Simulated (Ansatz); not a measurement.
# BH₄O₂Si, SMILES O[B]O[SiH3]: a ladder of methods at one geometry

With the Python package of Ansatz (0.2.0).

The script reads `bh4o2si.xyz`:
```text
8

O     1.22270    0.93700   -1.52230
B     1.24700   -0.08850   -0.54060
O     0.63490    0.10350    0.77410
Si   -0.86170   -0.49930    0.67250
H     1.99750    1.50890   -1.40710
H    -1.59890   -0.34670    1.97880
H    -1.67460    0.24910   -0.32410
H    -0.87470   -1.92110    0.31280
```

Notebook, run cell by cell (the value of a cell's last expression is shown):

```python
from pathlib import Path

import ansatz as az
import numpy as np
```

```python
molecule = az.Crystal.molecule_from_extxyz("bh4o2si.xyz")
```

```python
calculation = (
    molecule.calculation()
    .basis(gaussian="def2-SVP")
    .spin("collinear", total=1)
)
```

```python
print("functional    E (Ha)        dipole (D)   HOMO (eV)  LUMO (eV)")
for name in ["lda", "cam_b3lyp", "r2scan", "b3lyp", "revpbe", "lc_wpbe"]:
    summary = calculation.functional(name).forces().orbitals().run(threads=1, runs_dir="runs").report
    lines = Path(summary["orbitals_path"]).read_text().splitlines()
    field_of = lambda key: [line.split("=")[1].strip() for line in lines if line.startswith(key)]
    orbitals = [(27.211386 * float(e), s, float(n)) for e, s, n in zip(field_of("Ene="), field_of("Spin="), field_of("Occup="))]
    homo = max(e for e, _, n in orbitals if n > 0.5)
    lumo = min(e for e, _, n in orbitals if n < 0.5)
    dipole = 4.803205 * np.linalg.norm(summary["charge_distribution"]["dipole_moment_e_ang"])
    print(f"{name:10s} {summary['free_energy_ev'] / 27.211386246:14.6f} {dipole:9.3f} {homo:11.3f} {lumo:10.3f}")
```

    functional    E (Ha)        dipole (D)   HOMO (eV)  LUMO (eV)
    lda           -464.435280     1.517      -4.839     -3.303
    cam_b3lyp     -466.921220     1.438      -7.617     -0.937
    r2scan        -466.866821     1.520      -5.354     -2.213
    b3lyp         -467.008157     1.453      -5.977     -2.283
    revpbe        -466.863473     1.521      -4.868     -2.681
    lc_wpbe       -466.780280     1.467      -9.120      0.605

Total energies depend on the basis set; only differences at equal settings carry meaning. The geometry is a force-field or estimated start, not a minimum of this method, and the basis set is short of its limit. A lower total doesn't mark the better method: functionals have no common bound, and MP2 and coupled cluster aren't variational. The species is open-shell (spin multiplicity 2). b3lyp holds the VWN-RPA fit, as in Gaussian; the form of ORCA and Turbomole is b3lyp5. Levels such as HOMO and LUMO are orbital energies: with these approximate functionals they aren't the ionisation energy and electron affinity, and their gap isn't the fundamental gap. Wall time of the script: 20 s on 1 thread of Intel(R) Xeon(R) Platinum 8488C (Sapphire Rapids), on a shared host, peak memory 0.29 GiB.

(Lines on the test bed's own set-up are left out of the output.)
